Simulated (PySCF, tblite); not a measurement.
# C₆H₉NOSi: geometry, infrared bands and NMR shifts

Wanted: the infrared bands and NMR shifts of C₆H₉NOSi (`N#C[C@@H]1[C@@H]2C[SiH2][C@H]1CO2`), by calculation.

The runs use tblite 0.8.0 and PySCF 2.14.0, with density-fitted response routines of our own; the level of theory stands in each step. All values are computed, except where a source is named. Atoms count from 0, in the outputs and in this text.

## (1) The molecule as given

18 atoms, charge 0, multiplicity 1; geometry from: force field or distance geometry start.

Bonds of the start (Å): N0–C1 1.16, C1–C2 1.43, C2–C3 1.54, C3–C4 1.53, C4–Si5 1.89, Si5–C6 1.87, C6–C7 1.48, C7–O8 1.38, C6–C2 1.53, O8–C3 1.40, C2–H9 1.10, C3–H10 1.09, C4–H11 1.09, C4–H12 1.10, Si5–H13 1.46, Si5–H14 1.47, C6–H15 1.08, C7–H16 1.10, C7–H17 1.13.

## (2) Relaxing the molecule with GFN2-xTB

The job: settings as JSON, then the geometry in Å.

```
{"job": {"kind": "relax", "xc": "GFN2-xTB", "basis": "xTB"}, "charge": 0, "multiplicity": 1}
N      3.013500    -0.251100     0.738100
C      1.982100    -0.536500     0.281500
C      0.708600    -0.912300    -0.262500
C      0.144200     0.165000    -1.204100
C      0.386800     1.501900    -0.499900
Si    -0.256300     0.985400     1.197000
C     -0.438000    -0.821200     0.746700
C     -1.563900    -0.936700    -0.210900
O     -1.249700     0.005600    -1.173800
H      0.717500    -1.893000    -0.771500
H      0.558400     0.109800    -2.211100
H      1.459300     1.719300    -0.490100
H     -0.246000     2.301100    -0.901300
H      0.737500     1.216400     2.241500
H     -1.542100     1.648300     1.440700
H     -0.388600    -1.521600     1.570900
H     -2.570700    -0.835500     0.221500
H     -1.461700    -1.938500    -0.724400
```

Launch:

```bash
$ OMP_NUM_THREADS=1 python probes_run.py task.json out
```

The driver reads the jobs from task.json and runs them one after another.

**Question.** This job is followed by: GFN2-xTB harmonic vibrations, gas phase; GIAO PBE0/pcSseg-1 NMR shielding, non-relativistic, gas phase. What will the session give for the following? strongest single infrared mode (GFN2-xTB); zero-point energy (GFN2-xTB); ¹³C shifts against TMS (PBE0/pcSseg-1); ¹H shifts against TMS (PBE0/pcSseg-1); ¹⁵N shifts against NH3 (PBE0/pcSseg-1); ²⁹Si shifts against TMS (PBE0/pcSseg-1); ¹⁷O shifts against H2O (PBE0/pcSseg-1).

As calculated:

```
                                 quantity                                                     value
strongest single infrared mode (GFN2-xTB)                                     2293 cm⁻¹, 309 km/mol
             zero-point energy (GFN2-xTB)                                             85.4 kcal/mol
   ¹³C shifts against TMS (PBE0/pcSseg-1)                   124.0, 82.6, 73.8, 37.5, 30.3, 17.9 ppm
    ¹H shifts against TMS (PBE0/pcSseg-1)  4.71, 4.57, 4.18, 4.01, 3.99, 2.77, 1.77, 1.46, 1.23 ppm
   ¹⁵N shifts against NH3 (PBE0/pcSseg-1)                                                 308.5 ppm
  ²⁹Si shifts against TMS (PBE0/pcSseg-1)                                                 -35.5 ppm
   ¹⁷O shifts against H2O (PBE0/pcSseg-1)                                                  64.7 ppm
```

In words: Over 62 steps the energy fell by 0.464 eV; of the close pairs, Si5–C6 changed most, 1.871 to 1.917 Å. All 48 modes are real, so the xTB geometry is a minimum. The strongest single mode, at 2293 cm⁻¹, moves mainly H14. GFN2-xTB is a fitted tight-binding method: band positions and strengths are rough. Its intensities can rank the bands wrongly. C1 (nitrile carbon) lies farthest downfield among carbon, at 124.0 ppm; C≡N carbons fall here, among the sp2 signals but without a proton. H10 (hydrogen on an sp3 CH bonded to O) lies farthest downfield among hydrogen, at 4.71 ppm; its carbon carries O, which withdraws density. At PBE0/pcSseg-1: Shielding is most anisotropic at N0 (span 498 ppm, paramagnetic term -382 ppm).
